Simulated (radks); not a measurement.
**Ta inside a hard spherical wall**

The task here is to estimate one member of a computed series from the others.

Program: radks (a radial shooting solver on a logarithmic mesh, Libxc functionals) version 1. Level of theory: scalar-relativistic Kohn-Sham, PBE, spin-polarised, spherical densities, finite nucleus; open shells are filled with parallel spins first. These are calculated values, not measurements, unless marked.

### Starting point

| Item | Value |
| --- | --- |
| element | tantalum (Z = 73) |
| charge | 0 |
| electrons | 73 |
| configuration | [Xe] 4f14 5d3 6s2 |
| nuclear rms radius | 5.3507 fm |

Outer shells as boxes (Hund's rule):

Ta
```
[Xe] core
4f [↑↓][↑↓][↑↓][↑↓][↑↓][↑↓][↑↓]
5d [↑ ][↑ ][↑ ][  ][  ]
6s [↑↓]
```

The first run:

Input:

```text
Z 73
configuration [Xe] 4f14 5d3 6s2 6p0 7s0 5f0
relativity scalar-relativistic
functional pbe,pbe
spin polarised
nucleus finite rms 5.3507 fm
c 137.035999084
```

Among the steps run: The free atom; Wall at 12 bohr; Wall at 10 bohr; Wall at 6 bohr; Wall at 5 bohr; Wall at 3.5 bohr; Wall at 3 bohr; Wall at 2.5 bohr; Wall at 2 bohr; Wall at 1.5 bohr.

One of the session's tables, all rows but one given; the rest of the session is left out.

| R (bohr) | E − E(free) (eV) | ε(5d) (eV) | ε(6p, empty) (eV) | ε(7s, empty) (eV) | ε(5f, empty) (eV) |
| --- | --- | --- | --- | --- | --- |
| free | 0.000 | -4.207 | -1.590 | - | - |
| 12 | 0.002 | -4.201 | -1.557 | 0.679 | 3.270 |
| 10 | 0.017 | -4.163 | -1.449 | 1.628 | 4.476 |
| 6 | 1.655 | -2.738 | 1.223 | 12.721 | 11.789 |
| 5 | 5.334 | -0.887 | 4.832 | 24.126 | 17.174 |
| 3.5 | ? | ? | ? | ? | ? |
| 3 | 75.547 | 15.713 | 45.382 | 123.44 | 52.399 |
| 2.5 | 177.56 | 31.840 | 87.556 | 213.14 | 80.000 |
| 2 | 490.01 | 70.406 | 186.51 | 408.77 | 137.48 |
| 1.5 | 1701.5 | 187.11 | 465.53 | 921.79 | 283.70 |

**Question.** Estimate the row for R (bohr) = 3.5.

Worked estimate for «E − E(free) (eV)». A straight line through the neighbours (5, 5.334) and (3, 75.547) gives 5.334 + (75.547 − 5.334) × (3.5 − 5) / (3 − 5) = 57.994; a parabola fitted to 4 rows on both sides gives 54.708.

The run gave: E − E(free) (eV): 35.935; ε(5d) (eV): 7.819; ε(6p, empty) (eV): 25.099; ε(7s, empty) (eV): 76.870; ε(5f, empty) (eV): 37.107. In «E − E(free) (eV)» the line misses by +22.059 and the parabola by +18.773.

What this shows: Eigenvalues are for spin up. At the tightest wall, 1.5 bohr, the energy stands 1701.5 eV above the free atom and the pressure, −dE/dV, is 181906 GPa. Of the levels in the table that exist at both ends, 6p (empty) rises most from the free atom (467.12 eV). From R = 3.5 bohr inwards the highest occupied level lies above zero, pushed up by confinement. Shells are not refilled when levels cross, and a hard wall is a model, not a crystal.
